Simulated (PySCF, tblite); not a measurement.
**C7H5F3: a rotation path, then NMR shifts on frames**

How do NMR shifts of C7H5F3 (`FC1=C[C@@H]2C(C(F)F)=C[C@H]12`) change as the atoms move?

Programs: tblite 0.8.0 and PySCF 2.14.0, with density-fitted response routines of our own. Each step states its level of theory. These are calculated values for one molecule in the gas phase, unless marked as measured. Atoms are numbered from 0 throughout.

## (1) The molecule as given

15 atoms, charge 0, multiplicity 1; geometry from: GFN2-xTB.

Bonds of the start (Å): F0–C1 1.33, C1–C2 1.33, C2–C3 1.52, C3–C4 1.52, C4–C5 1.49, C5–F6 1.36, C5–F7 1.36, C4–C8 1.33, C8–C9 1.51, C9–C1 1.51, C9–C3 1.56, C2–H10 1.07, C3–H11 1.08, C5–H12 1.10, C8–H13 1.07, C9–H14 1.08.

## (2) The rotation path with GFN2-xTB

The job: settings as JSON, then the geometry in Å.

```
{"job": {"kind": "neb", "xc": "GFN2-xTB", "basis": "xTB", "atoms": [3, 4, 5, 7], "turn": 120}, "charge": 0, "multiplicity": 1}
F     -2.223298    -2.013719    -1.280766
C     -1.650963    -0.954905    -0.712247
C     -1.347687     0.273864    -1.109944
C     -0.710481     0.614707     0.223953
C      0.733230     0.163131     0.348960
C      1.992567     0.899694     0.061601
F      2.066200     2.041214     0.796692
F      2.039708     1.293311    -1.238510
C      0.423769    -1.076525     0.727805
C     -1.069439    -0.835522     0.672076
H     -1.436906     0.835169    -2.016861
H     -1.026796     1.507348     0.747838
H      2.896914     0.305399     0.268977
H      0.985961    -1.961427     0.955797
H     -1.677192    -1.083750     1.532716
```

Method: GFN2-xTB climbing-image nudged elastic band, gas phase.

Started as:

```
$ OMP_NUM_THREADS=1 python probes_run.py task.json out
```

The driver reads the jobs from task.json and runs them one after another.

What it wrote:

```text
image   E - E0 / eV
  0      -0.0000
  1       0.0041
  2       0.0113
  3       0.0185
  4       0.0217
  5       0.0187
  6       0.0108
  7       0.0021
  8      -0.0061
```

Run time: 3.2 s. Hardware: 1 thread of Intel Xeon Platinum 8375C at 2.90GHz, shared host.

The final band, with the dihedral C3–C4–C5–F7:

```tsv
image	dihedral (°)	energy (eV)	energy (kcal/mol)
0	-60	0.000	0.0
1	-44	0.004	0.1
2	-29	0.011	0.3
3	-15	0.019	0.4
4	0	0.022	0.5
5	15	0.019	0.4
6	29	0.011	0.2
7	44	0.002	0.0
8	60	-0.006	-0.1
```

## (3) Shielding tensors: image 0, PBE0/pcSseg-1

The job: settings as JSON, then the geometry in Å.

```
{"job": {"kind": "nmr", "xc": "PBE0", "basis": "pcSseg-1", "pop": false}, "charge": 0, "multiplicity": 1}
F     -2.223300    -2.013700    -1.280800
C     -1.651000    -0.954900    -0.712200
C     -1.347700     0.273900    -1.109900
C     -0.710500     0.614700     0.224000
C      0.733200     0.163100     0.349000
C      1.992600     0.899700     0.061600
F      2.066200     2.041200     0.796700
F      2.039700     1.293300    -1.238500
C      0.423800    -1.076500     0.727800
C     -1.069400    -0.835500     0.672100
H     -1.436900     0.835200    -2.016900
H     -1.026800     1.507300     0.747800
H      2.896900     0.305400     0.269000
H      0.986000    -1.961400     0.955800
H     -1.677200    -1.083800     1.532700
```

Level: GIAO PBE0/pcSseg-1 NMR shielding, non-relativistic, gas phase.

What it wrote:

```text
coarse grid: 13960 points
cycle   1  E = -568.3142653462  dE =  1.936e+00  |g| = 7.903e-01  |ddm| = 3.738e+00
cycle   2  E = -568.2221238678  dE =  9.214e-02  |g| = 1.114e+00  |ddm| = 1.175e+00
cycle   3  E = -568.4211583708  dE = -1.990e-01  |g| = 8.194e-02  |ddm| = 7.000e-01
cycle   4  E = -568.4220764279  dE = -9.181e-04  |g| = 5.149e-02  |ddm| = 1.285e-01
cycle   5  E = -568.4226332483  dE = -5.568e-04  |g| = 1.628e-02  |ddm| = 6.000e-02
cycle   6  E = -568.4226883120  dE = -5.506e-05  |g| = 5.816e-03  |ddm| = 1.824e-02
cycle   7  E = -568.4226958336  dE = -7.522e-06  |g| = 1.417e-03  |ddm| = 5.786e-03
final grid: 140128 points
cycle   8  E = -568.5037111655  dE = -5.511e-05  |g| = 8.377e-03  |ddm| = 4.332e-02
cycle   9  E = -568.5036978533  dE =  1.331e-05  |g| = 1.203e-02  |ddm| = 1.846e-02
cycle  10  E = -568.5037270884  dE = -2.924e-05  |g| = 1.516e-03  |ddm| = 1.040e-02
cycle  11  E = -568.5037274968  dE = -4.084e-07  |g| = 5.631e-04  |ddm| = 1.766e-03
cycle  12  E = -568.5037275665  dE = -6.971e-08  |g| = 1.969e-04  |ddm| = 6.884e-04
cycle  13  E = -568.5037275747  dE = -8.269e-09  |g| = 3.860e-05  |ddm| = 1.878e-04
cycle  14  E = -568.5037275750  dE = -2.597e-10  |g| = 1.202e-05  |ddm| = 3.546e-05
converged SCF energy = -568.5037275750

GIAO shielding tensors (ppm)
atom      isotropic    diamagn.    paramagn.     s11        s22        s33       span
  0 F      256.144     470.784    -214.641    140.387    267.744    360.300    219.912
  1 C       11.709     254.518    -242.809    -87.552     38.355     84.324    171.876
  2 C       67.494     253.937    -186.443    -11.596     67.538    146.539    158.135
  3 C      148.676     245.397     -96.721    117.342    152.427    176.259     58.917
  4 C       24.723     260.819    -236.096    -84.129     13.573    144.726    228.854
  5 C       70.707     232.837    -162.130     54.251     71.629     86.241     31.990
  6 F      305.828     470.736    -164.908    198.038    340.023    379.424    181.386
  7 F      314.536     472.431    -157.895    200.601    337.772    405.234    204.633
  8 C       34.678     249.814    -215.136    -72.420     19.061    157.394    229.814
  9 C      133.146     256.721    -123.575    110.704    131.012    157.721     47.017
 10 H       26.133      30.661      -4.528     23.827     25.910     28.661      4.834
 11 H       27.831      30.250      -2.419     24.430     26.833     32.229      7.799
 12 H       25.067      26.162      -1.095     23.162     23.717     28.320      5.158
 13 H       24.595      32.713      -8.119     22.635     24.837     26.312      3.677
 14 H       27.664      31.033      -3.369     25.288     26.317     31.387      6.099
```

It took 34 s on 1 thread of Intel Xeon Platinum 8375C at 2.90GHz, shared host; peak memory 0.85 GiB.

Shifts follow as δ = σ(reference) − σ, with reference shieldings (ppm) from runs at the same level and on the same kind of geometry: ¹H TMS 31.72, ¹³C TMS 186.9, ¹⁹F CFCl3 170.9. The references are single molecules in the gas phase, so shifts against H2O, NH3, PH3, H3PO4 or CFCl3 are not on the usual liquid scales and can be off by tens of ppm. Each atom is listed at this fixed geometry, with no averaging over motion; a spectrum would average atoms that exchange fast.

```tsv
atoms	environment	σ (ppm)	δ (ppm)
C1	fully substituted alkene carbon	11.7	175.2
C4	fully substituted alkene carbon	24.7	162.2
C8	alkene CH	34.7	152.2
C2	alkene CH	67.5	119.4
C5	allylic sp3 CH bonded to 2 F	70.7	116.2
C9	allylic sp3 CH	133.1	53.8
C3	allylic sp3 CH	148.7	38.2
H13	hydrogen on an alkene CH	24.59	7.12
H12	hydrogen on an allylic sp3 CH bonded to 2 F	25.07	6.65
H10	hydrogen on an alkene CH	26.13	5.58
H14	hydrogen on an allylic sp3 CH	27.66	4.05
H11	hydrogen on an allylic sp3 CH	27.83	3.89
F0	vinylic fluorine	256.1	-85.2
F6	fluorine of a CF2 group	305.8	-134.9
F7	fluorine of a CF2 group	314.5	-143.6
```

Ring of atoms C1, C2, C3, C9: NICS(0) -9.7, NICS(1) -3.0, NICS(1)zz -4.0 ppm (means of both faces).

Ring of atoms C3, C4, C8, C9: NICS(0) -2.9, NICS(1) -2.6, NICS(1)zz -2.0 ppm (means of both faces).

## (4) NMR shieldings: image 2, PBE0/pcSseg-1

The job: settings as JSON, then the geometry in Å.

```
{"job": {"kind": "nmr", "xc": "PBE0", "basis": "pcSseg-1", "pop": false}, "charge": 0, "multiplicity": 1}
F     -2.171300    -2.114800    -1.212300
C     -1.639000    -1.009300    -0.695400
C     -1.325000     0.187800    -1.174500
C     -0.721100     0.628300     0.144900
C      0.718400     0.181400     0.326800
C      1.989000     0.903300     0.047400
F      2.381000     1.634500     1.129000
F      1.828200     1.790000    -0.963900
C      0.397900    -1.026700     0.788400
C     -1.093900    -0.784800     0.690500
H     -1.387800     0.674400    -2.125400
H     -1.042900     1.560000     0.591800
H      2.824500     0.232900    -0.213200
H      0.956000    -1.893200     1.085800
H     -1.718400    -0.955800     1.558200
```

Method: GIAO PBE0/pcSseg-1 NMR shielding, non-relativistic, gas phase.

What it wrote:

```text
coarse grid: 13960 points
cycle   1  E = -568.3135119581  dE =  1.937e+00  |g| = 7.910e-01  |ddm| = 3.743e+00
cycle   2  E = -568.2215745436  dE =  9.194e-02  |g| = 1.114e+00  |ddm| = 1.173e+00
cycle   3  E = -568.4206502986  dE = -1.991e-01  |g| = 8.009e-02  |ddm| = 7.002e-01
cycle   4  E = -568.4215695328  dE = -9.192e-04  |g| = 4.858e-02  |ddm| = 1.240e-01
cycle   5  E = -568.4220643337  dE = -4.948e-04  |g| = 1.497e-02  |ddm| = 5.647e-02
cycle   6  E = -568.4221086567  dE = -4.432e-05  |g| = 5.981e-03  |ddm| = 1.740e-02
cycle   7  E = -568.4221167068  dE = -8.050e-06  |g| = 1.440e-03  |ddm| = 6.064e-03
final grid: 140128 points
cycle   8  E = -568.5025743286  dE = -5.079e-05  |g| = 8.367e-03  |ddm| = 4.434e-02
cycle   9  E = -568.5025603798  dE =  1.395e-05  |g| = 1.213e-02  |ddm| = 1.885e-02
cycle  10  E = -568.5025901092  dE = -2.973e-05  |g| = 1.620e-03  |ddm| = 1.069e-02
cycle  11  E = -568.5025906007  dE = -4.915e-07  |g| = 5.787e-04  |ddm| = 1.903e-03
cycle  12  E = -568.5025906764  dE = -7.565e-08  |g| = 1.876e-04  |ddm| = 7.036e-04
cycle  13  E = -568.5025906836  dE = -7.195e-09  |g| = 3.831e-05  |ddm| = 1.730e-04
cycle  14  E = -568.5025906838  dE = -2.542e-10  |g| = 1.184e-05  |ddm| = 3.495e-05
converged SCF energy = -568.5025906838

GIAO shielding tensors (ppm)
atom      isotropic    diamagn.    paramagn.     s11        s22        s33       span
  0 F      254.450     470.793    -216.343    138.353    265.448    359.548    221.195
  1 C        9.771     254.705    -244.935    -90.033     35.712     83.633    173.666
  2 C       66.990     253.977    -186.987    -11.759     67.058    145.671    157.430
  3 C      147.956     245.181     -97.225    115.464    152.332    176.071     60.607
  4 C       23.605     260.648    -237.043    -86.167     14.802    142.180    228.346
  5 C       70.598     233.576    -162.978     51.955     69.735     90.103     38.148
  6 F      293.751     469.328    -175.577    175.275    330.666    375.314    200.039
  7 F      324.551     472.328    -147.777    224.625    346.642    402.387    177.762
  8 C       33.599     249.520    -215.921    -74.588     16.210    159.176    233.764
  9 C      133.060     256.626    -123.566    111.028    129.671    158.481     47.453
 10 H       26.159      30.720      -4.561     23.762     26.010     28.705      4.943
 11 H       27.792      30.311      -2.519     24.546     26.717     32.112      7.566
 12 H       24.989      26.391      -1.402     23.259     23.635     28.074      4.816
 13 H       24.537      32.602      -8.065     22.430     25.072     26.109      3.679
 14 H       27.656      30.965      -3.309     25.312     26.262     31.395      6.083
```

Run time: 30 s. Hardware: 1 thread of Intel Xeon Platinum 8375C at 2.90GHz, shared host; peak memory 0.85 GiB.

Key values: δ C1 177.2, C4 163.3, C8 153.3, C2 119.9, H13 7.18, H12 6.73 ppm.

[end of part 1 of 2]
